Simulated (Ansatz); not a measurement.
Working through a single point in a Gaussian basis of CHFO₂Sn, SMILES O=[C]1[O][SnH]1[F]

With Ansatz 0.2.0 through its Python package.

Notebook, run cell by cell (the value of a cell's last expression is shown):

**Cell 1**
```python
from pathlib import Path
import json

import ansatz
from ase import Atoms

atoms = Atoms(['O', 'C', 'O', 'Sn', 'F', 'H'], positions=[
    (1.531, -0.4289, 1.547),
    (0.68, -0.5799, 0.582),
    (0.1077, -1.5336, -0.454),
    (-0.6197, 0.2222, -0.571),
    (0.2274, 1.4702, -1.7371),
    (-1.8844, 0.7861, 0.587),
])
molecule = ansatz.Crystal.molecule_from_ase(atoms)
```

**Cell 2**
```python
calculation = (
    molecule.calculation()
    .basis(gaussian='def2-SVPD')
    .functional('PBE')
    .orbitals()
)
result = calculation.run(threads=1, pin='off', runs_dir='chfo2sn_runs')
data = result.report
```

**Cell 3**
```python
data['converged'], data['free_energy_ev']
```
Output:
```text
(True, -13678.895357556868)
```

**Cell 4**
```python
print('reference energy %16.6f eV' % data['reference_energy_ev'])
print('total energy     %16.6f eV' % data['free_energy_ev'])
print('occupied orbitals outside the frozen core (up, down):', data['n_occupied'], ' frozen:', data['n_frozen'], ' virtual:', data['n_virtual'])
```
Output:
```text
reference energy    -13678.895358 eV
total energy        -13678.895358 eV
occupied orbitals outside the frozen core (up, down): [27, 27]  frozen: 0  virtual: [102, 102]
```

**Cell 5**
```python
field = data['mean_field']
print('<S^2> =', round(abs(field['state']['spin_squared']), 4), ' all-electron relativity setting:', field['relativity'])
print('passes:', field['passes'])
if 'symmetry' in field:
    print('occupied orbitals by irrep:', field['symmetry']['occupied'])

lines = Path(data['orbitals_path']).read_text().splitlines()
field_of = lambda key: [line.split('=')[1].strip() for line in lines if line.startswith(key)]
orbitals = [(27.211386 * float(e), s, float(n)) for e, s, n in zip(field_of('Ene='), field_of('Spin='), field_of('Occup='))]
homo = max(e for e, _, n in orbitals if n > 0.5)
lumo = min(e for e, _, n in orbitals if n < 0.5)
print(f'HOMO {homo:.3f} eV, LUMO {lumo:.3f} eV, gap {lumo - homo:.3f} eV')
with open('chfo2sn.json', 'w') as handle:
    json.dump({k: data[k] for k in ('free_energy_ev', 'reference_energy_ev', 'n_occupied', 'n_virtual')}, handle, indent=1)
```
Output:
```text
<S^2> = 0.0  all-electron relativity setting: none
passes: {'evaluations': 22, 'products': 27}
occupied orbitals by irrep: [{'A': 27}, {'A': 27}]
HOMO -5.872 eV, LUMO -4.840 eV, gap 1.033 eV
```

It writes `chfo2sn.json`:
```json
{
 "free_energy_ev": -13678.895357556868,
 "reference_energy_ev": -13678.895357556868,
 "n_occupied": [
  27,
  27
 ],
 "n_virtual": [
  102,
  102
 ]
}
```

Notes:
- Total energies depend on the basis set; only differences at equal settings carry meaning.
- The geometry is a force-field or estimated start, not a minimum of this method, and the basis set is short of its limit.
- def2 sets replace the cores of elements past krypton by effective core potentials.
- Levels such as HOMO and LUMO are orbital energies: with these approximate functionals they aren't the ionisation energy and electron affinity, and their gap isn't the fundamental gap.
- The orbitals are restricted, and with so small a gap a broken-symmetry state can lie lower.
- Wall time of the script: 5.1 s on 1 thread of Arm Neoverse V1 (shared host), peak memory 0.23 GiB.

(Lines on the test bed's own set-up are left out of the output.)
